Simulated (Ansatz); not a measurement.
# Two structures of Pt: comparison of enthalpies under pressure, by script

At what pressure does Pt change structure? A script is to give a comparison of enthalpies under pressure; the system is two structures of Pt.

All numbers are computed with Ansatz 0.2.0, driven from Python. Level of theory: DFT PBEsol, plane waves, PAW.

### 1 The system

Pt Im-3m: Symmetry: Im-3m, No. 229, cubic system. Conventional cell: a = 3.168 Å, b = 3.168 Å, c = 3.168 Å, α = 90.00°, β = 90.00°, γ = 90.00°. Pt (site symmetry m-3m) has 8 Pt at 2.74 Å as nearest neighbours.

Pt Fm-3m: Symmetry: Fm-3m, No. 225, cubic system. Conventional cell: a = 3.922 Å, b = 3.922 Å, c = 3.922 Å, α = 90.00°, β = 90.00°, γ = 90.00°. Around Pt (site symmetry m-3m) lie 12 Pt at 2.77 Å.

The script holds or builds the structure itself.

### 2 The code

Input file transition_pt.py:

```python
"""Pressure at which two phases of Pt cross."""

import warnings

import ansatz as az
from ase import Atoms
import numpy as np
import pandas as pd


def solve(name, crystal, pressure=0.0):
    calc = crystal.calculation()
    calc = calc.functional("pbesol").basis(520)
    calc = calc.kpoints(spacing=0.15)
    calc = calc.occupations("fermi_dirac", width=0.1)
    calc = calc.relax(force_tolerance=0.03, cell=True, pressure=pressure)
    return calc.run()


def volume_per_atom(outcome):
    return abs(np.linalg.det(outcome.lattice.cell_ang)) / len(outcome.lattice.sites)

warnings.simplefilter("ignore", az.DeckWarning)

phases = {}
atoms = Atoms(
    ["Pt"],
    scaled_positions=[
        [0.0, 0.0, 0.0],
    ],
    cell=[
        [-1.58422, 1.58422, 1.58422],
        [1.58422, -1.58422, 1.58422],
        [1.58422, 1.58422, -1.58422],
    ],
    pbc=True,
)
im_3m = az.Crystal.from_ase(atoms)
phases["Im-3m"] = im_3m
fm_3m = (
    az.Lattice.fcc(3.9218)
    .space_group(225)
    .atom("Pt", [0.0, 0.0, 0.0])
    .primitive()
)
phases["Fm-3m"] = fm_3m

# enthalpy per atom at each pressure
pressures = [0, 15, 30, 45]
enthalpy, volume = {name: [] for name in phases}, {name: [] for name in phases}
for p in pressures:
    for name, crystal in phases.items():
        o = solve(name, crystal, pressure=p)
        volume[name].append(volume_per_atom(o))
        enthalpy[name].append(o.report["energy_sigma0_ev"] / len(o.lattice.sites) + p * volume[name][-1] / 160.21766)
gap = np.array(enthalpy["Fm-3m"]) - np.array(enthalpy["Im-3m"])
rows = [(p, va, vb, 1000 * d) for p, va, vb, d in zip(pressures, volume["Im-3m"], volume["Fm-3m"], gap)]
print(pd.DataFrame(rows, columns=["P (GPa)", "V Im-3m (A^3/atom)", "V Fm-3m (A^3/atom)", "H(Fm-3m) - H(Im-3m) (meV/atom)"]).round(4).to_string(index=False))
crossings = [p0 - g0 * (p1 - p0) / (g1 - g0) for p0, p1, g0, g1 in zip(pressures, pressures[1:], gap, gap[1:]) if g0 * g1 < 0]
print("crossing near", [round(float(p), 1) for p in crossings], "GPa") if crossings else print("no crossing in this range")
```

### 3 Launch

Command:

```bash
python transition_pt.py
```

Output:

```text
 P (GPa)  V Im-3m (A^3/atom)  V Fm-3m (A^3/atom)  H(Fm-3m) - H(Im-3m) (meV/atom)
       0             15.2231             15.0548                       -121.3186
      15             14.5098             14.3714                       -136.0580
      30             13.9595             13.8421                       -148.3647
      45             13.5109             13.4085                       -159.0256
no crossing in this range
```

Run time: 1.9 min. Hardware: 1 thread of Arm Neoverse V2, shared host; peak memory 0.48 GiB.

### 4 The runs side by side

From the records of these 8 runs:

```
run  space group at the end  pressure asked (GPa)  energy from run 2 (meV/atom)  final volume (Å³/atom)  pressure (GPa)  SCF cycles in all  CPU time (s)
  1                   Im-3m                     0                        121.32                   15.22            0.01                 26            14
  2                   Fm-3m                     0                          0.00                   15.05            0.00                 18            10
  3                   Im-3m                    15                        151.98                   14.51           15.00                 28            16
  4                   Fm-3m                    15                         28.88                   14.37           15.02                 27            14
  5                   Im-3m                    30                        227.46                   13.96           30.00                 27            15
  6                   Fm-3m                    30                        101.09                   13.84           30.00                 28            16
  7                   Im-3m                    45                        331.16                   13.51           45.00                 26            15
  8                   Fm-3m                    45                        200.92                   13.41           45.00                 27            15
```

Energies are extrapolated to zero smearing width, as in the script. 

Enthalpy H = E + pV of the second structure less the first:

```
pressure (GPa)  ΔH (meV/atom)
             0         -121.3
            15         -136.1
            30         -148.4
            45         -159.0
```

### 5 How the relaxation of run 6 went

Step by step:

| step | energy from step 1 (eV/cell) | largest force component (eV/Å) | pressure (GPa) | volume (Å³) |
| --- | --- | --- | --- | --- |
| 1 | 0.0000 | 0.0000 | -0.48 | 15.08 |
| 2 | 0.3479 | 0.0000 | 62.73 | 12.98 |
| 3 | 0.0785 | 0.0000 | 25.52 | 13.99 |
| 4 | 0.1007 | 0.0000 | 29.47 | 13.86 |
| 5 | 0.1038 | 0.0000 | 30.01 | 13.84 |
| 6 | 0.1039 | 0.0000 | 30.00 | 13.84 |

Step 1 is the start. Step 6 repeats the geometry before it on a plane-wave basis chosen anew for that cell, so its energy need not be comparable with the rows above.

Lengths and angles in the start's conventional setting:

«Before» is this run's own start.

|  | before | after | change |
| --- | --- | --- | --- |
| a (Å) | 3.922 | 3.811 | -2.8 % |
| b (Å) | 3.922 | 3.811 | -2.8 % |
| c (Å) | 3.922 | 3.811 | -2.8 % |
| volume (Å³/atom) | 15.08 | 13.84 | -8.2 % |
| shortest distance (Å) | 2.773 | 2.695 | -2.8 % |
| space group (0.01 Å) | Fm-3m | Fm-3m | same |

Forces and stress were held to the start's 48 operations: a distortion of lower symmetry was not tested.

Under a set pressure the enthalpy E + pV is minimised, so E itself may rise.

### 6 Path of the relaxation of run 7

The steps of the relaxation:

| step | energy from step 1 (eV/cell) | largest force component (eV/Å) | pressure (GPa) | volume (Å³) |
| --- | --- | --- | --- | --- |
| 1 | 0.0000 | 0.0000 | -10.68 | 15.90 |
| 2 | 0.1419 | 0.0000 | 38.69 | 13.69 |
| 3 | 0.2058 | 0.0000 | 47.24 | 13.45 |
| 4 | 0.1881 | 0.0000 | 44.95 | 13.51 |
| 5 | 0.1885 | 0.0000 | 45.00 | 13.51 |
| 6 | 0.1886 | 0.0000 | 45.00 | 13.51 |

Step 1 is the start. Step 6 repeats the geometry before it on a plane-wave basis chosen anew for that cell, so its energy need not be comparable with the rows above.

Lengths and angles in the start's conventional setting:

«Before» is this run's own start.

|  | before | after | change |
| --- | --- | --- | --- |
| a (Å) | 3.168 | 3.001 | -5.3 % |
| b (Å) | 3.168 | 3.001 | -5.3 % |
| c (Å) | 3.168 | 3.001 | -5.3 % |
| volume (Å³/atom) | 15.90 | 13.51 | -15.0 % |
| shortest distance (Å) | 2.744 | 2.599 | -5.3 % |
| space group (0.01 Å) | Im-3m | Im-3m | same |

Forces and stress were held to the start's 48 operations: a distortion of lower symmetry was not tested.

Under a set pressure the enthalpy E + pV is minimised, so E itself may rise.

### 7 Summary of results

```
                  quantity              value
             runs compared                  8
crossing of the enthalpies  none in the range
```

**Reading.** The second structure (Fm-3m) stays lower over the whole range, and pressure widens its lead. In run 6, the volume shrank by 8.2 % over 4 moves under the 30 GPa asked, and the space group stayed Fm-3m. In run 7, over 4 moves the cell shrank by 15.0 % in volume under the 45 GPa asked, and the space group stayed Im-3m. What to keep in mind:
- At a fixed pressure a relaxation lowers the enthalpy F + PV, while F alone can rise.
- Spin-orbit coupling, which matters for elements this heavy, is left out.
- Only these two structures are compared, at zero temperature and with their symmetry kept; either may be hypothetical, and another phase may be lower than both. Differences under 10 to 15 meV an atom lie within the error of mesh and functional. Whether this is the phase that is stable at ambient conditions was not tested.
